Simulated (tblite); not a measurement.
# C2H7AlSSi (SMILES C[SiH]1[AlH][CH]1S): GFN2-xTB

Aim: a geometry optimisation of C2H7AlSSi. Input form: a Python script.

Program for the calculation: tblite 0.8.0.

7 further runs of the same task are left out: 1 that didn't finish, 6 set aside as unsound or not needed.

**1. The molecule**

C2H7AlSSi: 12 atoms, total charge 0, spin state singlet. As SMILES, `C[SiH]1[AlH][CH]1S`. Geometry: a rough force-field guess. This is one conformer, not always the lowest. The run starts from this shape.

Bond lengths: C1–Si2 1.800 Å, Si2–Al3 2.383 Å, Si2–C4 1.905 Å, Al3–C4 2.008 Å, C4–S5 1.745 Å, C1–H6 1.115 Å, C1–H7 1.152 Å, C1–H8 1.115 Å, Si2–H9 1.444 Å, Al3–H10 1.615 Å, C4–H11 1.150 Å, S5–H12 1.408 Å. Some angles: C1–Si2–Al3 113.8°, C1–Si2–C4 111.8°, Al3–Si2–C4 54.5°, Si2–Al3–C4 50.5°, Si2–C4–Al3 75.0°, Si2–C4–S5 113.5°, Al3–C4–S5 114.7°, C1–Si2–H9 118.6°, Al3–Si2–H9 127.4°, C4–Si2–H9 106.4°.

**2. A structure relaxation at GFN2-xTB**

Input file calc.py:

```python
import json
import numpy as np
from tblite.interface import Calculator
from scipy.optimize import minimize

symbols = ["C", "Si", "Al", "C", "S", "H", "H", "H", "H", "H", "H", "H"]
numbers = np.array([6, 14, 13, 6, 16, 1, 1, 1, 1, 1, 1, 1])
positions = np.array([  # bohr
    [-3.151307, 1.090372, -1.437704],
    [-0.204468, -0.608492, -1.381768],
    [0.255113, -3.338768, 2.170539],
    [1.704155, 0.119431, 1.583213],
    [4.960909, 0.179713, 1.068262],
    [-4.357519, 0.770252, 0.259081],
    [-2.794716, 3.236156, -1.525954],
    [-4.260577, 0.644397, -3.171716],
    [1.506301, -0.325222, -3.488245],
    [0.850944, -6.179026, 3.112568],
    [0.747198, 1.654833, 2.788102],
    [4.889477, 2.652042, 0.087872],
])

xtb = Calculator("GFN2-xTB", numbers, positions, charge=0, uhf=0)
xtb.set("verbosity", 0)
xtb.set("accuracy", 0.1)
last, frames, energies, grads = [None], [], [], []

def fun(x):
    xtb.update(x.reshape(-1, 3))
    last[0] = xtb.singlepoint(last[0])
    return float(last[0].get('energy')), last[0].get('gradient').ravel()

def show(x):
    e, g = fun(x)
    frames.append(x.reshape(-1, 3).tolist())
    energies.append(e)
    grads.append(g.reshape(-1, 3).tolist())
    print(f"{len(energies) - 1:4d} {e:16.9f} {np.abs(g).max():12.3e} {np.linalg.norm(g):12.3e}")

print("step      energy/Eh       max grad     grad norm")
show(positions.ravel())
opt = minimize(fun, positions.ravel(), jac=True, method="BFGS", callback=show, options={"gtol": 0.0001, "maxiter": 500})
print("converged:", opt.success, "-", opt.message)
fun(opt.x)
result = last[0]
final = opt.x.reshape(-1, 3)
print("final geometry (angstrom)")
for s, p in zip(symbols, final * 0.529177210903):
    print(f"{s:<2} {p[0]:12.6f} {p[1]:12.6f} {p[2]:12.6f}")
print(f"Total energy: {result.get('energy') * 27.211386:.8f} eV")
eps = np.atleast_2d(result.get("orbital-energies")) * 27.211386
occ = np.atleast_2d(result.get("orbital-occupations"))
filled = occ.sum(axis=0) if eps.shape[0] == 1 else occ[0]
homo = np.nonzero(filled > 0.5)[0].max()
print(f"HOMO {eps[0, homo]:.4f} eV")
if homo + 1 < eps.shape[1]:
    print(f"LUMO {eps[0, homo + 1]:.4f} eV, gap {eps[0, homo + 1] - eps[0, homo]:.4f} eV")
mu = result.get("dipole") * 2.541746
print(f"dipole: {np.linalg.norm(mu):.4f} D, components " + " ".join(f"{c:.4f}" for c in mu))
q = result.get("charges")
print("Charges:", " ".join(f"{s}{i + 1}={c:+.4f}" for i, (s, c) in enumerate(zip(symbols, q))))
out = {k: np.asarray(result.get(k)).tolist() for k in ("energy", "gradient", "charges", "dipole", "orbital-energies", "orbital-occupations")}
out.update(symbols=symbols, positions=(positions * 0.529177210903).tolist(), final=final.tolist(), frames=frames, step_energies=energies, grads=grads, success=bool(opt.success))
json.dump(out, open("results.json", "w"))
```

On the command line:

```console
python calc.py
```

What values should one expect? Wanted: total energy at the end; dipole moment; HOMO energy; LUMO energy; HOMO–LUMO gap.

**Answer.** As computed:

Level: GFN2-xTB.

| quantity | value |
| --- | --- |
| total energy at the end | -13.80009 Eh |
| dipole moment | 2.54 D |
| HOMO energy | -9.25 eV |
| LUMO energy | -6.91 eV |
| HOMO–LUMO gap | 2.35 eV |

**Reading.** At the final geometry: Bond lengths: C1–Si2 1.914 Å, Si2–Al3 2.405 Å, Al3–C4 1.994 Å, C4–S5 1.863 Å, C1–H6 1.086 Å, C1–H7 1.086 Å, C1–H8 1.085 Å, Si2–H9 1.497 Å, Al3–H10 1.571 Å, C4–H11 1.090 Å, S5–H12 1.345 Å. Some angles: C1–Si2–Al3 118.0°, Si2–Al3–C4 55.0°, Al3–C4–S5 79.0°, C1–Si2–H9 105.1°, Al3–Si2–H9 136.7°, Si2–C1–H6 110.2°, Si2–C1–H7 112.6°, Si2–C1–H8 110.6°, Si2–Al3–H10 157.9°, C4–Al3–H10 146.5°. A long bond or contact: Si2–C4 2.063 Å. The optimisation took 126 steps and changed the energy by -1.133 eV. Mulliken charges run from -0.29 on S5 to +0.41 on Si2.
